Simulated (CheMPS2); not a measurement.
# GeH2 (SMILES [H][Ge][H]) at DMRG/ANO-RCC-MB

What is the vertical singlet–triplet gap of GeH2 at DMRG/ANO-RCC-MB? 

The calculation is run with CheMPS2 1.8.12.

5 further runs of the same task are left out: 5 set aside as unsound or not needed.

**1. The structure to begin with**

The species is GeH2 (3 atoms), meant as a singlet with charge 0. SMILES: `[H][Ge][H]`. The shape comes from GFN2-xTB, which is rough for such elements, and wasn't checked as a minimum.

Bond lengths: Ge1–H2 1.609 Å, Ge1–H3 1.607 Å. Angles: H2–Ge1–H3 86.5°.

**2. A single-point energy at DMRG/ANO-RCC-MB**

integrals.py

```python
from pyscf import ao2mo, cc, dft, gto, mcscf, mp, scf
from pyscf.tools import fcidump

geom = "mol.xyz"
mol = gto.M(
    atom=geom,
    basis="ano-rcc-mb",
    verbose=3,
    max_memory=2000,
)
print("basis functions                = %d" % (mol.nao))
mf = scf.RHF(mol)
mf.conv_tol = 1e-10
mf.max_cycle = 200
mf.kernel()
if not mf.converged:
    mf = mf.newton().run(mf.mo_coeff, mf.mo_occ)
print(f"E(HF)                          = {mf.e_tot:.10f}")
ref = mf
pt = mp.MP2(ref, frozen=9).run()
mycc = cc.CCSD(ref, frozen=9)
mycc.max_cycle = 150
mycc.kernel()
print(f"E(MP2)                         = {pt.e_tot:.10f}")
if mycc.converged:
    print(f"E(CCSD)                        = {mycc.e_tot:.10f}")
    print(f"CCSD(T) total energy           = {mycc.e_tot + mycc.ccsd_t():.10f}")
    print("T1                             = %.4f" % (mycc.get_t1_diagnostic()))
ks = dft.RKS(mol, xc="wb97x").set(conv_tol=1e-9, verbose=3).run()
if ks.converged:
    print(f"E(wB97X)                       = {ks.e_tot:.8f}")
ks = dft.RKS(mol, xc="tpss").set(conv_tol=1e-9, verbose=3).run()
if ks.converged:
    print(f"E(TPSS)                        = {ks.e_tot:.8f}")
ks = dft.RKS(mol, xc="b3lyp").set(conv_tol=1e-9, verbose=3).run()
if ks.converged:
    print(f"E(B3LYP)                       = {ks.e_tot:.8f}")
ks = dft.RKS(mol, xc="pbe0").set(conv_tol=1e-9, verbose=3).run()
if ks.converged:
    print(f"E(PBE0)                        = {ks.e_tot:.8f}")
ks = dft.RKS(mol, xc="hse06").set(conv_tol=1e-9, verbose=3).run()
if ks.converged:
    print("E(HSE06)                       = %.8f" % (ks.e_tot))
cas = mcscf.CASCI(mf, 11, 16)
h1, ecore = cas.get_h1eff()
fcidump.from_integrals("FCIDUMP", h1, cas.get_h2eff(), 11, 16, nuc=ecore, ms=0)
ci = mcscf.CASCI(mf, 11, (8, 8))
ci.fix_spin_(ss=0)
ci.fcisolver.conv_tol = 1e-10
ci.fcisolver.max_cycle = 200
ci.kernel()
print(f"exact diagonalisation          = {ci.e_tot:.10f}")
```

dmrg.input

```
FCIDUMP = FCIDUMP
GROUP = 0
MULTIPLICITY = 1
NELECTRONS = 16
IRREP = 0
EXCITATION = 0
SWEEP_STATES = 25, 50, 100, 100
SWEEP_ENERGY_CONV = 1e-05, 1e-05, 1e-05, 1e-07
SWEEP_MAX_SWEEPS = 2, 2, 2, 6
SWEEP_NOISE_PREFAC = 0.05, 0.05, 0.005, 0.0
SWEEP_DVDSON_RTOL = 1e-04, 1e-04, 1e-04, 1e-05
NOCC = 0
NACT = 11
NVIR = 0
MOLCAS_FIEDLER = TRUE
PRINT_CORR = TRUE
TMP_FOLDER = .
```

The run is started by

```sh
$ python integrals.py && chemps2 --file=dmrg.input
```

The log of the run:

```text
$ python integrals.py
basis functions                = 20
converged SCF energy = -2063.14666493296
E(HF)                          = -2063.1466649330
E(RMP2) = -2063.17634057395  E_corr = -0.0296756409900325
E(SCS-RMP2) = -2063.18212684608  E_corr = -0.0354619131182633
E(CCSD) = -2063.193981958813  E_corr = -0.04731702584908316
E(MP2)                         = -2063.1763405740
E(CCSD)                        = -2063.1939819588
CCSD(T) correction = -0.000162453223899631
CCSD(T) total energy           = -2063.1941444120
T1                             = 0.0050
converged SCF energy = -2064.95229006331
E(wB97X)                       = -2064.95229006
converged SCF energy = -2064.86076509947
E(TPSS)                        = -2064.86076510
converged SCF energy = -2064.94532734599
E(B3LYP)                       = -2064.94532735
converged SCF energy = -2064.62169541543
E(PBE0)                        = -2064.62169542
converged SCF energy = -2064.62463638172
E(HSE06)                       = -2064.62463638
CASCI E = -2063.19427543815  E(CI) = -105.028218078432  S^2 = 0.0000000
exact diagonalisation          = -2063.1942754382

$ chemps2 --file=dmrg.input

Running chemps2 version 1.8.12 () with the following options:

[... 53 lines left out ...]
***     Minimum energy           = -2063.18819842876
[... 24 lines left out ...]
***     Maximum discarded weight = 3.36947469469837e-06
[... 13 lines left out ...]
***     Minimum energy           = -2063.19426636912
[... 14 lines left out ...]
***     Minimum energy           = -2063.19427496563
[... 7 lines left out ...]
***     Maximum discarded weight = 7.94058136666284e-08
[... 13 lines left out ...]
***     Minimum energy           = -2063.19427538686
[... 14 lines left out ...]
***     Minimum energy           = -2063.19427543743
[... 7 lines left out ...]
***     Maximum discarded weight = 2.16800883644964e-29
[... 14 lines left out ...]
***     Maximum discarded weight = 4.71551577468989e-13
[... 14 lines left out ...]
***     Maximum discarded weight during the last sweep     = 1.53093467353762e-35
[... 77 lines left out ...]
--------------------------------------------------------
Singlet diradical correlation function = < d_i,up d_j,down > + < d_i,down d_j,up > - < d_i,up > * < d_j,down > - < d_i,down > * < d_j,up >
Hamiltonian index order is used!

   Columns 1 to 8

   -0.000000    0.000002    0.000002    0.000002    0.000002    0.000111    0.000004    0.000076
    0.000002   -0.000000    0.000001    0.000002    0.000003    0.000063    0.000006    0.000074
    0.000002    0.000001   -0.000000    0.000002    0.000002    0.000057    0.000011    0.000012
[... 7 lines of this table left out ...]
    0.000007    0.000014    0.000061    0.000016    0.000033    0.002546    0.007779    0.005550

   Columns 9 to 11

    0.000010    0.000007    0.000007
    0.000103    0.000082    0.000014
    0.000074    0.000016    0.000061
[... 7 lines of this table left out ...]
    0.000079    0.015327   -0.000133

--------------------------------------------------------
Two-orbital mutual information = 0.5 * ( s1(i) + s1(j) - s2(i,j) ) * ( 1 - delta(i,j) )
Hamiltonian index order is used!

   Columns 1 to 8

    0           0.000017    0.000012    0.000005    0.000007    0.000489    0.000008    0.000421
    0.000017    0           0.000005    0.000007    0.000011    0.000146    0.000018    0.000165
    0.000012    0.000005    0           0.000008    0.000010    0.000144    0.000029    0.000030
[... 7 lines of this table left out ...]
    0.000020    0.000019    0.000183    0.000082    0.000098    0.016163    0.055979    0.028195

   Columns 9 to 11

    0.000390    0.000014    0.000020
    0.000778    0.000317    0.000019
    0.000543    0.000031    0.000183
[... 7 lines of this table left out ...]
    0.000726    0.052965    0

--------------------------------------------------------
```

Wall time 25 s (1 thread of Arm Neoverse V1, shared host); peak memory 0.17 GiB.

**3. The triplet: the energy at DMRG/ANO-RCC-MB**

integrals.py

```python
from pyscf import ao2mo, cc, dft, gto, mcscf, mp, scf
from pyscf.tools import fcidump

mol = gto.M(atom="""
Ge     0.00867384    -0.01710202    -1.47591390
H      2.07650665    -0.03367492     0.75294248
H     -2.08518050     0.05077694     0.72297142
""", basis="ano-rcc-mb", unit="bohr", spin=2, verbose=3, max_memory=2000)
print("nao = %d" % (mol.nao))
mf = scf.ROHF(mol)
mf.conv_tol = 1e-10
mf.max_cycle = 200
mf.kernel()
if not mf.converged:
    mf = mf.newton().run(mf.mo_coeff, mf.mo_occ)
print("reference energy = %.10f" % (mf.e_tot))
# single-reference ladder for comparison
ref = scf.UHF(mol).run(mf.make_rdm1(), conv_tol=1e-10)
pt = mp.MP2(ref, frozen=9).run()
mycc = cc.CCSD(ref, frozen=9)
mycc.max_cycle = 150
mycc.kernel()
print(f"E(MP2) = {pt.e_tot:.10f}")
if mycc.converged:
    print(f"E(CCSD) = {mycc.e_tot:.10f}")
    print("CCSD(T) total energy = %.10f" % (mycc.e_tot + mycc.ccsd_t()))
# a few density functionals on the same geometry and basis
ks = dft.UKS(mol, xc="wb97x").set(conv_tol=1e-9, verbose=3).run(mf.make_rdm1())
if ks.converged:
    print(f"E(wB97X) = {ks.e_tot:.8f}")
ks = dft.UKS(mol, xc="tpss").set(conv_tol=1e-9, verbose=3).run(mf.make_rdm1())
if ks.converged:
    print("E(TPSS) = %.8f" % (ks.e_tot))
ks = dft.UKS(mol, xc="b3lyp").set(conv_tol=1e-9, verbose=3).run(mf.make_rdm1())
if ks.converged:
    print(f"E(B3LYP) = {ks.e_tot:.8f}")
ks = dft.UKS(mol, xc="pbe0").set(conv_tol=1e-9, verbose=3).run(mf.make_rdm1())
if ks.converged:
    print("E(PBE0) = %.8f" % (ks.e_tot))
ks = dft.UKS(mol, xc="hse06").set(conv_tol=1e-9, verbose=3).run(mf.make_rdm1())
if ks.converged:
    print(f"E(HSE06) = {ks.e_tot:.8f}")
# CCSD natural orbitals
occ_no, mo = mcscf.addons.make_natural_orbitals(cc.CCSD(mf.to_uhf(), frozen=9).run())
mf.mo_coeff = mo
# write the integrals of the correlated orbitals
cas = mcscf.CASCI(mf, 11, 16)
h1, ecore = cas.get_h1eff()
fcidump.from_integrals("FCIDUMP", h1, cas.get_h2eff(), 11, 16, nuc=ecore, ms=2)
# exact diagonalisation in the same space
ci = mcscf.CASCI(mf, 11, (9, 7))
ci.fix_spin_(ss=2)
ci.fcisolver.conv_tol = 1e-10
ci.fcisolver.max_cycle = 200
ci.kernel()
print(f"FCI energy = {ci.e_tot:.10f}")
```

dmrg.input

```
FCIDUMP = FCIDUMP
GROUP = 0
MULTIPLICITY = 3
NELECTRONS = 16
IRREP = 0
EXCITATION = 0
SWEEP_STATES = 50, 75, 100, 100
SWEEP_ENERGY_CONV = 1e-04, 1e-04, 1e-04, 1e-06
SWEEP_MAX_SWEEPS = 2, 3, 3, 6
SWEEP_NOISE_PREFAC = 0.05, 0.05, 0.005, 0.0
SWEEP_DVDSON_RTOL = 1e-04, 1e-04, 1e-04, 1e-05
NOCC = 0
NACT = 11
NVIR = 0
MOLCAS_FIEDLER = TRUE
PRINT_CORR = TRUE
TMP_FOLDER = .
```

The run is started by

```sh
$ python integrals.py && chemps2 --file=dmrg.input
```

The log of the run:

```text
$ python integrals.py
nao = 20
converged SCF energy = -2063.11802520214
reference energy = -2063.1180252021
converged SCF energy = -2063.1183767522  <S^2> = 2.0029781  2S+1 = 3.0019848
E(UMP2) = -2063.14241823544  E_corr = -0.0240414832394495
E(SCS-UMP2) = -2063.14682183637  E_corr = -0.0284450841707169
E(UCCSD) = -2063.158243499332  E_corr = -0.03986674713515696
E(MP2) = -2063.1424182354
E(CCSD) = -2063.1582434993
UCCSD(T) correction = -0.000250485709532932
CCSD(T) total energy = -2063.1584939850
converged SCF energy = -2064.8930455977  <S^2> = 2.0005378  2S+1 = 3.0003585
E(wB97X) = -2064.89304560

WARN: HOMO -0.19282796881525 >= LUMO -0.221802668662776

WARN: HOMO -0.183891983010807 >= LUMO -0.212120623013448

WARN: HOMO -0.187221009922956 >= LUMO -0.215383955196276

WARN: HOMO -0.187030383284005 >= LUMO -0.215229950674965

WARN: HOMO -0.187004227852365 >= LUMO -0.215176424624369

WARN: HOMO -0.187002744975565 >= LUMO -0.215178843757488

WARN: HOMO -0.187002653269871 >= LUMO -0.215180055363705

[... 2 lines left out ...]
converged SCF energy = -2064.8910382105  <S^2> = 2.0000994  2S+1 = 3.0000663
[... 7 lines left out ...]
FCI energy = -2063.1586507935
[... 82 lines left out ...]
***     Minimum energy           = -2063.15835060795
[... 8 lines left out ...]
***     Maximum discarded weight = 2.8163193199928e-07
[... 14 lines left out ...]
***     Maximum discarded weight during the last sweep     = 2.52702211360057e-07
[... 12 lines left out ...]
***     Minimum energy           = -2063.15865072478
[... 14 lines left out ...]
***     Minimum energy           = -2063.15865077388
[... 7 lines left out ...]
***     Maximum discarded weight = 4.16903886323603e-09
[... 14 lines left out ...]
***     Maximum discarded weight = 4.63729183957557e-09
[... 14 lines left out ...]
***     Maximum discarded weight during the last sweep     = 4.6360034951291e-09
[... 77 lines left out ...]
--------------------------------------------------------
Singlet diradical correlation function = < d_i,up d_j,down > + < d_i,down d_j,up > - < d_i,up > * < d_j,down > - < d_i,down > * < d_j,up >
Hamiltonian index order is used!

   Columns 1 to 8

   -0.000000    0.000002    0.000001    0.000001    0.000002    0.000004    0.000003   -0.000007
    0.000002   -0.000000    0.000002    0.000001    0.000001    0.000026    0.000005   -0.000004
    0.000001    0.000002   -0.000000    0.000002    0.000001    0.000025    0.000003   -0.000012
[... 7 lines of this table left out ...]
    0.000016    0.000032    0.000010    0.000046    0.000020    0.004878    0.006135   -0.003805

   Columns 9 to 11

    0.000007    0.000007    0.000016
   -0.000033    0.000008    0.000032
   -0.000039    0.000044    0.000010
[... 7 lines of this table left out ...]
   -0.000237    0.011495   -0.000188

--------------------------------------------------------
Two-orbital mutual information = 0.5 * ( s1(i) + s1(j) - s2(i,j) ) * ( 1 - delta(i,j) )
Hamiltonian index order is used!

   Columns 1 to 8

    0           0.000009    0.000012    0.000005    0.000008    0.000017    0.000013    0.000012
    0.000009    0           0.000009    0.000010    0.000004    0.000055    0.000010    0.000007
    0.000012    0.000009    0           0.000005    0.000005    0.000052    0.000015    0.000044
[... 7 lines of this table left out ...]
    0.000074    0.000111    0.000018    0.000153    0.000063    0.031630    0.041753    0.017980

   Columns 9 to 11

    0.000026    0.000028    0.000074
    0.000296    0.000013    0.000111
    0.000352    0.000141    0.000018
[... 7 lines of this table left out ...]
    0.000089    0.029794    0

--------------------------------------------------------
```

Wall time 33 s (1 thread of Arm Neoverse V1, shared host); peak memory 0.18 GiB.

**4. Summary of results**

Level: DMRG/ANO-RCC-MB, 9 core orbitals frozen.

```
                                              quantity           value
                  run 1, DMRG/ANO-RCC-MB: total energy  -2063.19428 Eh
run 1, DMRG/ANO-RCC-MB: T1 diagnostic of the CCSD step           0.005
                                 triplet: total energy  -2063.15865 Eh
      vertical energy of the triplet above the singlet        0.969 eV
```

At this shape the triplet lies 0.97 eV (22.4 kcal/mol) above the singlet. In a minimal basis such a difference can be off by several eV, whatever the method. The basis (run 1, DMRG/ANO-RCC-MB) was made for a relativistic Hamiltonian, but the run is non-relativistic. The basis (triplet) was made for a relativistic Hamiltonian, but the run is non-relativistic.
